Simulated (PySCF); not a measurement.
# A diatomic session: ZnH+

The task here is to estimate one member of a computed series from the others.

Program: PySCF 2.14.0. Level of theory: Zn def2-TZVPPD, H def2-TZVPPD, no relativity. These are calculated values, not measurements.

Set-up of the first run:

A driver script around PySCF takes these settings:

```yaml
atoms: Zn, H
charge: 1
basis: Zn def2-TZVPPD, H def2-TZVPPD
Hamiltonian: no relativity
basis_functions: 84
electrons_treated: 30
masses_in_u: 63.9291, 1.0078
levels: PBE0, PBE, r²SCAN, TPSS, M06-2X, PW91, B3LYP, BHandHLYP, CAM-B3LYP, HF, MP2, SCS-MP2, CCSD, CCSD(T)
grid: 80 radial by 434 angular points
occupations: held fixed by the projection of orbital angular momentum
dissociation_limit: Zn+ + H, each in its ground configuration
starting_distance_in_angstrom: 1.610
values_of_2S_to_try: 0, 2
```

Command:

```sh
> OMP_NUM_THREADS=1 python dia.py task.json out
```

Among the steps run: Input; First curve: PBE0; Excited determinants; PBE (GGA); r²SCAN (meta-GGA); TPSS; M06-2X; PW91 (GGA); B3LYP (global hybrid GGA); BHandHLYP (global hybrid GGA); CAM-B3LYP (range-separated hybrid); RHF; Adding correlation.

One table of the session follows, with a row left open; its other results are not shown here.

Energy (eV) from each level's lowest point:

| R (Å) | RHF | RHF-MP2 | RHF-SCS-MP2 | RHF-CCSD | RHF-CCSD(T) |
| --- | --- | --- | --- | --- | --- |
| 1.316 | 0.524 | 0.313 | 0.346 | n/a | n/a |
| 1.377 | 0.257 | 0.121 | 0.141 | 0.178 | 0.173 |
| 1.438 | 0.095 | 0.024 | 0.032 | 0.054 | 0.052 |
| 1.484 | 0.028 | 0.000 | 0.000 | 0.010 | 0.010 |
| 1.530 | ? | ? | ? | ? | ? |
| 1.576 | 0.004 | 0.044 | 0.030 | 0.016 | 0.017 |
| 1.637 | 0.050 | 0.124 | 0.102 | 0.071 | 0.071 |
| 1.714 | 0.158 | 0.264 | 0.232 | 0.179 | 0.176 |
| 1.805 | 0.341 | 0.471 | 0.428 | 0.346 | 0.339 |
| 1.928 | 0.643 | 0.784 | 0.730 | n/a | n/a |

Estimate the missing values for R (Å) = 1.530.

Worked estimate for «RHF». A straight line through the neighbours (1.484, 0.028) and (1.576, 0.004) gives 0.028 + (0.004 − 0.028) × (1.530 − 1.484) / (1.576 − 1.484) = 0.016; a parabola fitted to 4 rows on both sides gives 0.000.

**Answer.** RHF: 0.000; RHF-MP2: 0.009; RHF-SCS-MP2: 0.001; RHF-CCSD: 0.000; RHF-CCSD(T): 0.000. In «RHF» the line misses by +0.016 and the parabola by 0.000.
